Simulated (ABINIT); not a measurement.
Here is an ABINIT 10.8.3 (patched build) calculation.

run.abi

```
# Pseudopotentials
pp_dirpath "./"
pseudos "Si.upf"

# Structure
acell 7.2571094323 7.2571094323 7.2571094323
rprim
     0.0000000000     0.7071067812     0.7071067812
     0.7071067812     0.0000000000     0.7071067812
     0.7071067812     0.7071067812     0.0000000000
ntypat 1
znucl 14
natom 2
typat 1 1
chkprim 0
chksymtnons 0
tolsym 1.0e-6
xred
            0.0            0.0            0.0
            1/4            1/4            1/4

# Plane-wave basis
ecut 18.0
ecutsm 0.5

# k points
kptopt 1
ngkpt 6 6 6
nshiftk 1
shiftk 0.0 0.0 0.0

# Exchange and correlation
ixc -116133

# Bands and occupations
nband 8
occopt 3
tsmear 0.00183747

# SCF cycle
nstep 80
tolvrs 1.0e-12

# Output
iomode 3
prteig 0
prtebands 0
prtwf 0
prtden 0

# Relaxation
ionmov 2
optcell 2
ntime 50
tolmxf 2.0e-5
dilatmx 1.08
```

Potentials or basis: PseudoDojo NC SR PBEsol v0.4.1 standard.

Launch:

```sh
$ abinit run.abi > log 2>&1
```

**Question.** What does it give for the band gap on the k mesh?

**Answer.** 0.59 eV, indirect (least direct gap 2.51 eV).

**Question.** Estimate the space group after relaxing (to 0.05 Å).

**Answer.** Fd-3m (No. 227).

**Question.** What does it give for the relaxed volume?

**Answer.** 20.04 Å³/atom.

**Question.** Estimate the relaxed cell.

**Answer.** a = 3.841 Å, b = 3.841 Å, c = 3.841 Å, α = 60.00°, β = 60.00°, γ = 60.00°.

Final structure:
```cif
data_structure
_symmetry_space_group_name_H-M 'P 1'
_symmetry_Int_Tables_number 1
_cell_length_a 3.8415
_cell_length_b 3.8415
_cell_length_c 3.8415
_cell_angle_alpha 60.000
_cell_angle_beta 60.000
_cell_angle_gamma 60.000
_cell_volume 40.09
loop_
_atom_site_label
_atom_site_type_symbol
_atom_site_fract_x
_atom_site_fract_y
_atom_site_fract_z
_atom_site_occupancy
Si1 Si 0.00000 0.00000 0.00000 1
Si2 Si 0.25000 0.25000 0.25000 1
```

A k mesh can miss the band edges. As with any semilocal functional, this PBEsol gap is likely too small.
